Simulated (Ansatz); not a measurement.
Geometry optimisation, DFT PBEsol, scalar-relativistic, plane waves, PAW in Ansatz.

Input:

```yaml
crystal:
  lattice:
    - [5.643391, 0.0, 0.0]
    - [-2.821695, 4.913933, 0.0]
    - [0.0, 0.0, 18.902633]
  atoms:
    - { symbol: Ba, position: [0.0, 0.0, 0.0529027] }
    - { symbol: Ti, position: [0.3250602, 0.6501204, 0.1166971] }
    - { symbol: O, position: [0.1719041, 0.3438082, 0.1725477] }
    - { symbol: O, position: [0.1688879, 0.8377758, 0.1736476] }
    - { symbol: O, position: [0.6688879, 0.8377758, 0.1736476] }
    - { symbol: Ba, position: [0.6648663, 0.3297326, 0.1751141] }
    - { symbol: Ti, position: [0.9899265, 0.979853, 0.2389085] }
    - { symbol: O, position: [0.8367704, 0.6735408, 0.2947591] }
    - { symbol: O, position: [0.8337542, 0.1675084, 0.295859] }
    - { symbol: O, position: [0.3337542, 0.1675084, 0.295859] }
    - { symbol: Ba, position: [0.3297326, 0.6594651, 0.2973256] }
    - { symbol: Ti, position: [0.6547928, 0.3095856, 0.36112] }
    - { symbol: O, position: [0.5016367, 0.0032733, 0.4169706] }
    - { symbol: O, position: [0.4986205, 0.4972409, 0.4180705] }
    - { symbol: O, position: [0.9986205, 0.4972409, 0.4180705] }
    - { symbol: C, position: [0.543353, 0.2645583, 0.5429208] }
    - { symbol: F, position: [0.7632632, 0.4872708, 0.5194908] }
    - { symbol: F, position: [0.319646, 0.2611988, 0.5194908] }
    - { symbol: F, position: [0.547383, 0.0454416, 0.5194908] }
    - { symbol: F, position: [0.543353, 0.2645583, 0.6132814] }
basis:
  ecutwfc: 420.0
kpoints:
  mp_grid: { grid: [3, 3, 1] }
hamiltonian:
  xc: pbesol
  pseudopotentials: { kind: paw, azcp: { folder: soft_1 } }
scf:
  occupations: { method: gaussian, width: 0.05 }
  lower_state_search: "off"
relax:
  f_tol: 0.03
  max_steps: 60
  adjacent_minimum: "off"
  constraints: [{ sites: [0, 1] }]
output:
  write_density: true
  write_potential: true
  elf: true
  volumetric_format: npy
```

Run as:

```bash
$ ansatz run input.yaml --threads 4 --pin off --max-ram 10240MiB --backend cpu --events-out ev --progress --plain --runs-dir out
```

Question: Where does it end, and by what steps?

Answer: The run converged. The force dipped under the threshold on the way, but the program's further checks kept it going. Limits of this set-up: coarse k mesh, slab without dipole correction, no dispersion correction for a molecule that may bind weakly, PAW files made for another functional, a typed lattice constant that wasn't relaxed here. After 13 steps the energy has fallen by 6.782 eV; F19 moved furthest, 1.84 Å.

| step | energy less start (eV) | largest force component (eV/Å) | accepted |
| --- | --- | --- | --- |
| 0 | 0.0000 | 5.431 | yes |
| 1 | -2.8705 | 3.878 | yes |
| 2 | -5.5799 | 1.433 | yes |
| 3 | -6.3478 | 0.488 | yes |
| 4 | -6.5510 | 0.243 | yes |
| 5 | -6.6521 | 0.157 | yes |
| 6 | -6.7125 | 0.137 | yes |
| 7 | -6.7476 | 0.116 | yes |
| 8 | -6.7672 | 0.081 | yes |
| 9 | -6.7767 | 0.083 | yes |
| 10 | -6.7805 | 0.044 | yes |
| 11 | -6.7819 | 0.031 | yes |
| 12 | -6.7823 | 0.014 | yes |
| 13 | -6.7824 | 0.013 | yes |

```xyz
20
Lattice="5.6434 0.0000 0.0000 -2.8217 4.9139 0.0000 0.0000 0.0000 18.9026" Properties=species:S:1:pos:R:3
Ba 0.000 0.000 1.000
Ti 0.000 3.195 2.206
O 0.001 1.558 2.884
O -1.427 4.045 2.802
O 1.426 4.047 2.803
Ba 2.822 1.577 3.526
Ti 2.821 4.860 4.687
O 2.819 3.223 5.365
O 4.229 0.746 5.399
O 1.414 0.746 5.399
Ba -0.003 3.204 6.171
Ti 2.819 1.537 7.121
O 2.820 -0.017 7.943
O 1.468 2.340 7.923
O 4.168 2.343 7.923
C 2.258 1.094 11.858
F 2.760 2.220 11.385
F 1.093 0.832 11.298
F 3.103 0.093 11.654
F 2.077 1.230 13.194
```

Whether the end is a true minimum wasn't checked by a vibrational analysis.

Run time: 75 s on 4 threads of Intel(R) Xeon(R) 6975P-C (Granite Rapids), with other jobs on the host, peak memory 1.5 GiB.
